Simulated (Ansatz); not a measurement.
**F2H4InNSiTe: how energies converge with the basis set**

How large a basis does F2H4InNSiTe need? Two functionals are run in growing sets.

Computed with Ansatz 0.2.0, Gaussian basis. Level: one geometry, several basis sets.

Levels to be run: PBE0-D4/def2-SVP; ωB97M-V/def2-SVP; PBE0-D4/def2-QZVPP; ωB97M-V/def2-QZVPP; the functionals' def2-TZVPP values are taken from earlier runs.

## (1) The relaxed structure

The geometry comes from an earlier relaxation with PBE0-D4 in a triple-zeta def2 set; it is a stationary point, not always the lowest conformer. Te, In take the def2 core potential; no spin-orbit term is included.

SMILES `N[Si](F)(F)[Te][InH2]`, 10 atoms, charge 0, spin multiplicity 1.

Atoms are counted from 1 here; the program's logs count them from 0.

Bond lengths: N1–Si2 1.778 Å, N1–H7 1.015 Å, N1–H8 1.015 Å, Si2–F3 1.589 Å, Si2–F4 1.589 Å, Si2–Te5 2.407 Å, Te5–In6 2.833 Å, In6–H9 1.715 Å, In6–H10 1.715 Å. Angles: Si2–N1–H7 113.7°, Si2–N1–H8 113.7°, H7–N1–H8 108.2°, N1–Si2–F3 105.1°, N1–Si2–F4 105.2°, N1–Si2–Te5 107.6°, F3–Si2–F4 105.5°, F3–Si2–Te5 116.2°, F4–Si2–Te5 116.2°, Si2–Te5–In6 73.9°, Te5–In6–H9 113.0°, Te5–In6–H10 113.0°, H9–In6–H10 130.6°.

## (2) PBE0-D4 in def2-SVP

File in.yaml:

```yaml
crystal:
  periodic: [false, false, false]
  atoms:
    - {symbol: N, position_ang: [0.393372, -0.830956, 0.011464]}
    - {symbol: Si, position_ang: [-0.429194, -0.052329, -1.358932]}
    - {symbol: F, position_ang: [0.640658, -0.044110, -2.533343]}
    - {symbol: F, position_ang: [-1.549344, -1.083170, -1.813300]}
    - {symbol: Te, position_ang: [-1.205913, 2.100162, -0.613726]}
    - {symbol: In, position_ang: [0.102487, 0.924371, 1.606965]}
    - {symbol: H, position_ang: [-0.050254, -1.690461, 0.318253]}
    - {symbol: H, position_ang: [1.374699, -1.024874, -0.159099]}
    - {symbol: H, position_ang: [-0.985216, 0.213164, 2.726132]}
    - {symbol: H, position_ang: [1.708706, 1.488201, 1.815575]}
basis:
  gaussian: {orbitals: def2-SVP}
hamiltonian: {xc: pbe0, dispersion: d4}
output: {orbitals: {seedname: orbitals}}
```

Run with:

```console
ansatz run in.yaml --threads 2 --pin off --events-out ev --progress --plain --max-ram 20480MiB --backend cpu
```

The runs that follow: ωB97M-V in def2-SVP; PBE0-D4 in def2-QZVPP; ωB97M-V in def2-QZVPP.

Before running them: what should the planned runs give, taken together? Wanted: PBE0-D4: double and triple zeta above quadruple; ωB97M-V: double and triple zeta above quadruple.

As calculated:

```
                                       quantity           value
PBE0-D4: double and triple zeta above quadruple  13.09, 0.76 eV
ωB97M-V: double and triple zeta above quadruple  13.25, 0.72 eV
```

For PBE0-D4 the step from double to triple zeta gains 12.33 eV and the next only 0.76 eV. Total energies overstate the basis error of differences, where much of it tends to cancel. The LUMO of ωB97M-V is positive and keeps falling with the basis (0.67 to 0.14 eV): an unbound level that the basis holds in place.
